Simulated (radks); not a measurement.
# Ba¹⁵⁺ in [Kr] 4d5: an all-electron calculation

An exercise on one series of results from a longer session: the logs are not shown, and one member is left open.

Program: radks (a radial shooting solver on a logarithmic mesh, Libxc functionals) version 1. Level of theory: Dirac Kohn-Sham, LDA (Slater exchange, Perdew-Wang correlation), spin-unpolarised, spherical densities, finite nucleus; open shells fill j = l - 1/2 first. These are calculated values, not measurements, unless marked.

## The system

| Property | Result |
| --- | --- |
| element | barium (Z = 56) |
| charge | +15 |
| electrons | 41 |
| configuration | [Kr] 4d5 |
| nuclear rms radius | 4.8378 fm |

The first run:

Input:

```text
Z 56
configuration [Kr] 4d5 5s0 5p0
relativity Dirac
functional lda,pw
spin unpolarised
j_filling energy
nucleus finite rms 4.8378 fm
c 137.035999084
```

Command:

```sh
$ python run_ks.py task.json out
```

This one command runs every case of the session in turn.

One table of the session follows, with a row left open; its other results are not shown here.

It belongs to the step «Radial structure». Sizes of the orbitals, from the radial functions (bohr):

```
level      <r>  outermost maximum (interpolated)  90 % within  nodes
1s1/2  0.02560                            0.0164       0.0461      0
2s1/2   0.1093                            0.0931        0.170      1
2p1/2  0.09194                            0.0711        0.151      0
2p3/2  0.09792                            0.0761        0.159      0
3s1/2   0.2911                             0.266        0.428      2
3p1/2   0.2807                             0.253        0.422      1
3p3/2   0.2925                             0.264        0.438      1
3d3/2   0.2628                             0.212        0.412      0
3d5/2   0.2665                             0.215        0.417      0
4s1/2        ?                                 ?            ?      ?
4p1/2   0.6608                             0.621        0.953      2
4p3/2   0.6828                             0.642        0.983      2
4d3/2   0.7116                             0.655         1.05      1
4d5/2   0.7183                             0.661         1.06      1
5s1/2    1.235                              1.22         1.72      4
5p1/2    1.284                              1.27         1.80      3
5p3/2    1.315                              1.31         1.84      3
```

**Question.** Estimate the row for 4s1/2.

As computed: <r>: 0.6473; outermost maximum (interpolated): 0.613; 90 % within: 0.924; nodes: 3. In the column «<r>» it lies between 3p3/2 (0.2925) and 4p1/2 (0.6608).

Limits of these values: Spin polarisation and multiplet splitting are left out.
